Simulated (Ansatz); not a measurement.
# GaCl₂ (doublet): wave-function methods side by side, cc-pVDZ

Aim: climb from Hartree-Fock through coupled cluster for GaCl₂ (doublet) at one geometry and basis, and see what each rung misses.

Computed with Ansatz 0.2.0, Gaussian basis. Level: cc-pVDZ, core rule «outside noble gas», up to 24 orbitals frozen.

The runs, in order: UHF; CCSD(T) on ROHF; CCSD(T) on UHF; BCCD(T) on ROHF; CISD as a restricted active space (open shells left free, so some higher excitations enter); CCSDT(Q) on ROHF; CCSDT(Q) on UHF.

34 further runs of the same task are left out: 12 for a known fault of the program, 10 that didn't finish, 12 set aside as unsound or not needed. Runs told in other sessions of the task aren't counted.

### Step 1. The geometry

The geometry is a PBE0/def2-TZVP stationary point (not a proven minimum). No spin-orbit coupling is included. The filled d shell of Ga may be among the frozen orbitals whatever the setting's name suggests.

3 atoms, charge 0, spin multiplicity 2.

Atoms are counted from 1 here; the program's logs count them from 0.

Bond lengths: Cl1–Ga2 2.160 Å, Ga2–Cl3 2.160 Å. Angles: Cl1–Ga2–Cl3 119.1°.

Coordinates:

```csv
atom,x (Å),y (Å),z (Å)
Cl1,0.0000,-0.5429,1.8617
Ga2,0.0000,0.5521,0.0000
Cl3,0.0000,-0.5429,-1.8617
```

### Step 2. UHF

in.yaml

```yaml
crystal:
  periodic: [false, false, false]
  atoms:
    - {symbol: Cl, position_ang: [0.000000, -0.542913, 1.861701]}
    - {symbol: Ga, position_ang: [0.000000, 0.552125, 0.000000]}
    - {symbol: Cl, position_ang: [0.000000, -0.542913, -1.861701]}
basis:
  gaussian: {orbitals: cc-pVDZ}
magnetization: {spin_polarized: true, initial_magnetization: 1}
hamiltonian: {xc: hf}
output: {orbitals: {seedname: orbitals}}
```

The run is started by

```sh
ansatz run in.yaml --threads 1 --pin off --events-out ev --progress --plain --max-ram 2393MiB
```

Further steps of the session: CCSD(T) on ROHF; CCSD(T) on UHF; BCCD(T) on ROHF; CISD as a restricted active space (open shells left free, so some higher excitations enter); CCSDT(Q) on ROHF; CCSDT(Q) on UHF.

Q: Predict the results of all the runs planned. Wanted: UCCSDT(Q) from the RHF energy; RMP2 from UCCSDT(Q); UMP2 from UCCSDT(Q); RCCSD from UCCSDT(Q); RCCSD(T) from UCCSDT(Q); UCCSD(T) from UCCSDT(Q); RCCSDT(Q) from UCCSDT(Q); T1 diagnostic.

The runs gave:

| quantity | value |
| --- | --- |
| UCCSDT(Q) from the ROHF energy | -9.3850 eV |
| RMP2 from UCCSDT(Q) | +996.9 meV |
| UMP2 from UCCSDT(Q) | +984.6 meV |
| RCCSD from UCCSDT(Q) | +260.7 meV |
| RCCSD(T) from UCCSDT(Q) | +50.3 meV |
| UCCSD(T) from UCCSDT(Q) | +44.5 meV |
| RCCSDT(Q) from UCCSDT(Q) | +7.7 meV |
| levels within 1 kcal/mol (43 meV) | RCCSDT, UCCSDT, RCCSDT(Q) |
| T1 diagnostic | 0.018 |

RCCSD(T) misses by +50.3 meV, 0.5 % of the correlation energy. These misses are within one basis, not against nature; the frozen cores of restricted and unrestricted runs differ, which can shift their rows.
